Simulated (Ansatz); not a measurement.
# CH6ClSbSi: a ladder of functionals and wavefunction methods

The task here is to estimate one member of a computed series from the others.

Computed with Ansatz 0.2.0, Gaussian basis. Level: functionals in def2-TZVPP, the program's frozen cores in correlated methods.

Plan: PBE-D4, r2SCAN-D4, PBE0-D4, B3LYP-D4, ωB97X-V, ωB97M-V, B2PLYP; CCSD(T)/def2-TZVPP; MP2/def2-QZVPP; extrapolation to the limit.

## Structure used throughout

All runs share one geometry, relaxed beforehand with PBE0-D4 in a triple-zeta def2 set. Sb takes the def2 core potential; no spin-orbit term is included.

SMILES `ClC[SiH2][SbH2]`, 10 atoms, charge 0, spin multiplicity 1.

Atoms are counted from 1 here; the program's logs count them from 0.

Bond lengths: Cl1–C2 1.783 Å, C2–Si3 1.890 Å, C2–H5 1.090 Å, C2–H6 1.091 Å, Si3–Sb4 2.569 Å, Si3–H7 1.491 Å, Si3–H8 1.486 Å, Sb4–H9 1.706 Å, Sb4–H10 1.710 Å. Angles: Cl1–C2–Si3 110.8°, Cl1–C2–H5 107.6°, Cl1–C2–H6 107.4°, Si3–C2–H5 111.6°, Si3–C2–H6 110.8°, H5–C2–H6 108.5°, C2–Si3–Sb4 114.0°, C2–Si3–H7 107.5°, C2–Si3–H8 108.6°, Sb4–Si3–H7 108.3°, Sb4–Si3–H8 109.7°, H7–Si3–H8 108.6°, Si3–Sb4–H9 91.1°, Si3–Sb4–H10 90.1°, H9–Sb4–H10 91.6°.

The first run:

The input, in.yaml:

```yaml
crystal:
  periodic: [false, false, false]
  atoms:
    - {symbol: Cl, position_ang: [-0.807119, -0.172259, 2.178439]}
    - {symbol: C, position_ang: [0.614408, -0.453247, 1.140265]}
    - {symbol: Si, position_ang: [0.091193, -0.737251, -0.653741]}
    - {symbol: Sb, position_ang: [-1.029693, 1.297188, -1.750770]}
    - {symbol: H, position_ang: [1.268966, 0.413407, 1.234448]}
    - {symbol: H, position_ang: [1.137477, -1.326272, 1.533887]}
    - {symbol: H, position_ang: [1.318329, -1.070903, -1.432232]}
    - {symbol: H, position_ang: [-0.830766, -1.901797, -0.700009]}
    - {symbol: H, position_ang: [-1.929942, 1.604950, -0.335055]}
    - {symbol: H, position_ang: [0.250349, 2.295084, -1.212229]}
basis:
  gaussian: {orbitals: def2-TZVPP}
hamiltonian: {xc: pbe, dispersion: d4}
output: {forces: true, orbitals: {seedname: orbitals}}
```

Started as:

```bash
$ ansatz run in.yaml --threads 4 --pin off --events-out ev --progress --plain --max-ram 10444MiB
```

Among the steps run: PBE-D4 (GGA); r2SCAN-D4 (meta-GGA); PBE0-D4 (hybrid); B3LYP-D4 (hybrid); ωB97X-V (range-separated); ωB97M-V (range-separated); B2PLYP (double hybrid); CCSD(T) in def2-TZVPP; MP2 in def2-QZVPP.

One of the session's tables, all rows but one given; the rest of the session is left out.

It belongs to the step «Atomisation energies». 

| method | atomisation energy (kcal/mol) |
| --- | --- |
| PBE-D4 | 701.1 |
| r2SCAN-D4 | 694.8 |
| PBE0-D4 | 693.0 |
| B3LYP-D4 | ? |
| ωB97X-V | 703.1 |
| ωB97M-V | 696.0 |
| B2PLYP | 683.0 |
| HF/def2-TZVPP | 495.0 |
| MP2/def2-TZVPP | 672.1 |
| CCSD/def2-TZVPP | 665.4 |
| CCSD(T)/def2-TZVPP | 675.8 |
| MP2/CBS | 693.6 |
| CCSD(T)/CBS | 697.4 |

Q: Estimate the row for B3LYP-D4 from the others.

**Answer.** atomisation energy (kcal/mol): 696.4. In the column «atomisation energy (kcal/mol)» it lies between ωB97M-V (696.0) and CCSD(T)/CBS (697.4).
